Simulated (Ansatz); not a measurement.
# Ta (Ta, dhcp): the cost of one run

Computed with Ansatz 0.2.0 (DFT LDA (PW92), plane waves (420 eV) with PAW, scalar-relativistic; the PAW data stem from PBE, with regenerated cores, unless a step says otherwise).

## Step 1: The system as given

The structure is hexagonal, space group P6_3/mmc (No. 194). The conventional cell has a = 2.945 Å, b = 2.945 Å, c = 9.619 Å, α = 90.00°, β = 90.00°, γ = 120.00°. Ta (site symmetry -3m) has 12 Ta at 2.95 Å as nearest neighbours. Ta (site symmetry -6m2) is surrounded by 12 Ta at 2.95 Å.

Coordinates:

```cif
data_structure
_symmetry_space_group_name_H-M 'P 1'
_symmetry_Int_Tables_number 1
_cell_length_a 2.9451
_cell_length_b 2.9451
_cell_length_c 9.6188
_cell_angle_alpha 90.000
_cell_angle_beta 90.000
_cell_angle_gamma 120.000
_cell_volume 72.25
loop_
_atom_site_label
_atom_site_type_symbol
_atom_site_fract_x
_atom_site_fract_y
_atom_site_fract_z
_atom_site_occupancy
Ta1 Ta 0.00000 0.00000 0.00000 1
Ta2 Ta 0.00000 0.00000 0.50000 1
Ta3 Ta 0.33333 0.66667 0.25000 1
Ta4 Ta 0.66667 0.33333 0.75000 1
```

## Step 2: Geometry optimisation

input.yaml reads:

```yaml
crystal:
  lattice:
    - [2.9451288715, 0.0, 0.0]
    - [-1.4725644358, 2.5505564202, 0.0]
    - [0.0, 0.0, 9.6187908944]
  atoms:
    - { symbol: Ta, position: [0.0, 0.0, 0.0] }
    - { symbol: Ta, position: [0.0, 0.0, 0.5] }
    - { symbol: Ta, position: [0.3333333333, 0.6666666667, 0.25] }
    - { symbol: Ta, position: [0.6666666667, 0.3333333333, 0.75] }
hamiltonian:
  xc: lda
  pseudopotentials:
    kind: paw
    azcp:
      Ta: "pseudopotentials/Ta.paw.azcp"
basis:
  ecutwfc: 420
  fft_grid_basis: typed
kpoints:
  mp_grid: { grid: [12, 12, 4], shift: [0, 0, 0] }
magnetization:
  spin_polarized: false
scf:
  occupations: { method: fermi_dirac, width: 0.1 }
relax:
  max_steps: 60
  f_tol: 0.01
  cell: {}
```

What time and memory should one allow on 2 threads of an x86-64 CPU, shared host?

About 12 s, with a peak of 0.47 GiB.
